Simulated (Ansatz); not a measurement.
# CH7FSi2: the cost of one run

All numbers are computed with Ansatz 0.2.0, driven from Python. The levels of theory stand in the script.

**1. The system**

Bond lengths: F1–C2 1.343 Å, C2–Si3 1.817 Å, C2–Si4 1.865 Å, C2–H5 1.090 Å, Si3–H6 1.492 Å, Si3–H7 1.549 Å, Si3–H8 1.453 Å, Si4–H9 1.463 Å, Si4–H10 1.527 Å, Si4–H11 1.406 Å. Angles (14 of 18 angles, heavy atoms first): F1–C2–Si3 108.8°, F1–C2–Si4 106.5°, Si3–C2–Si4 106.9°, F1–C2–H5 109.8°, Si3–C2–H5 111.6°, Si4–C2–H5 113.0°, C2–Si3–H6 111.8°, C2–Si3–H7 112.6°, C2–Si3–H8 113.1°, C2–Si4–H9 107.7°, C2–Si4–H10 107.5°, C2–Si4–H11 114.7°, H6–Si3–H7 105.7°, H6–Si3–H8 107.8°.

The script holds or builds the structure itself.

**2. The script**

ch7fsi2_methods.py

```python
from pathlib import Path

import ansatz as az
import numpy as np

BASIS = "cc-pVDZ"

GEOMETRY = """
F    -0.00540    1.83950   -0.47920
C    -0.51040    0.62320   -0.21610
Si   -0.04560    0.15130    1.47560
Si    0.34870   -0.56780   -1.36560
H    -1.59210    0.63560   -0.34680
H    -0.60310    1.09550    2.48730
H     1.48800    0.15810    1.69460
H    -0.47840   -1.18840    1.83370
H    -0.06840   -0.24730   -2.73130
H    -0.21680   -1.95890   -1.09100
H     1.74880   -0.59770   -1.24050
"""

geometry = az.Crystal.molecule()
for line in GEOMETRY.strip().splitlines():
    symbol, *xyz = line.split()
    geometry = geometry.atom(symbol, [float(v) for v in xyz])

base = geometry.calculation().basis(gaussian=BASIS)

print("functional    E (Ha)        dipole (D)   HOMO (eV)  LUMO (eV)")
for name in ["blyp", "hse06", "lda", "cam_b3lyp"]:
    report = base.functional(name).forces().orbitals().run(threads=1, backend="cpu", runs_dir="runs").report
    lines = Path(report["orbitals_path"]).read_text().splitlines()
    field_of = lambda key: [line.split("=")[1].strip() for line in lines if line.startswith(key)]
    orbitals = [(27.211386 * float(e), s, float(n)) for e, s, n in zip(field_of("Ene="), field_of("Spin="), field_of("Occup="))]
    homo = max(e for e, _, n in orbitals if n > 0.5)
    lumo = min(e for e, _, n in orbitals if n < 0.5)
    dipole = 4.803205 * np.linalg.norm(report["charge_distribution"]["dipole_moment_e_ang"])
    print(f"{name:10s} {report['free_energy_ev'] / 27.211386246:14.6f} {dipole:9.3f} {homo:11.3f} {lumo:10.3f}")
```

**3. What the engine is handed**

The package turns the script's settings into the engine's input (first run):

```yaml
crystal:
  periodic: [false, false, false]
  atoms:
    - { symbol: F, position_ang: [-0.0054, 1.8395, -0.4792] }
    - { symbol: C, position_ang: [-0.5104, 0.6232, -0.2161] }
    - { symbol: Si, position_ang: [-0.0456, 0.1513, 1.4756] }
    - { symbol: Si, position_ang: [0.3487, -0.5678, -1.3656] }
    - { symbol: H, position_ang: [-1.5921, 0.6356, -0.3468] }
    - { symbol: H, position_ang: [-0.6031, 1.0955, 2.4873] }
    - { symbol: H, position_ang: [1.488, 0.1581, 1.6946] }
    - { symbol: H, position_ang: [-0.4784, -1.1884, 1.8337] }
    - { symbol: H, position_ang: [-0.0684, -0.2473, -2.7313] }
    - { symbol: H, position_ang: [-0.2168, -1.9589, -1.091] }
    - { symbol: H, position_ang: [1.7488, -0.5977, -1.2405] }
basis:
  gaussian:
    orbitals: cc-pVDZ
hamiltonian:
  xc: blyp
output:
  orbitals: {}
  forces: true
```

**4. Launch**

Run with:

```console
python ch7fsi2_methods.py
```

What time and memory should one allow on 1 thread of Arm Neoverse V2, shared host?

About 17 s, with a peak of 0.3 GiB.
